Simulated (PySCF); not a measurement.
# DyH3P (Dy(PH3)3+): the cost of one run

Program: PySCF 2.14.0. Level of theory: several levels, as the steps say, no spin–orbit coupling. These are calculated values, not measurements.

2 further runs of the same task are left out: 2 for a known fault of the program.

### 1 Starting geometry

5 atoms, charge 3, spin multiplicity 1.

Bond lengths: Dy1–P2 2.931 Å, P2–H3 1.427 Å, P2–H4 1.427 Å, P2–H5 1.427 Å. Angles: Dy1–P2–H3 111.0°, Dy1–P2–H4 111.0°, Dy1–P2–H5 111.0°, H3–P2–H4 107.9°, H3–P2–H5 107.9°, H4–P2–H5 107.9°.

As a file:

```xyz
5

Dy    0.00000    0.00000   -0.40331
P     0.00000    0.00000    2.52772
H     1.33185   -0.00001    3.03951
H    -0.66592    1.15342    3.03951
H    -0.66593   -1.15342    3.03951
```

Formal oxidation states: Dy +3. Each metal's 9 4f electrons lie in its core potential, so multiplicities, spins and levels count the valence alone. An earlier session relaxed this geometry at B3LYP, Dy lcecp-1-SVP with ECP55, P def2-SVP, H def2-SVP (singlet, point group C3v).

At B3LYP on the finer grid: E = -378.807570 Eh, HOMO -24.04 eV, LUMO -20.04 eV, Mulliken charge on Dy1 +2.25 e, largest force component 0.007 eV/Å. 

Levels to run: TPSSh; BP86; revPBE; wB97X; B3LYP, TZVP. Hardware: 2 threads of Arm Neoverse V2, shared host.

### 2 TPSSh

run.py (the lines that set the calculation) reads:

```python
mol = gto.M(atom='''
Dy     0.00000     0.00000    -0.40331
P      0.00000     0.00000     2.52772
H      1.33185    -0.00001     3.03951
H     -0.66592     1.15342     3.03951
H     -0.66593    -1.15342     3.03951''',
    basis={'Dy': 'lcecp-1-SVP', 'P': 'def2-SVP', 'H': 'def2-SVP'},
    ecp={'Dy': 'lcecp-1-SVP'},
    charge=3, spin=0)
mf = dft.RKS(mol, xc='TPSSH')
mf.grids.atom_grid = (75, 302)  # f atoms: unpruned, at least (60, 302)
mf = mf.density_fit()  # fitting sets: Dy AutoAux, P def2-universal-JKFIT, H def2-universal-JKFIT
mf.conv_tol = 1e-08; mf.max_cycle = 55
mf.kernel(dm0)  # dm0: the density of the relaxed state
```

Command:

```
OMP_NUM_THREADS=2 python run.py
```

**Question.** How long does this run take on 2 threads of Arm Neoverse V2, shared host?

About 2.8 s.
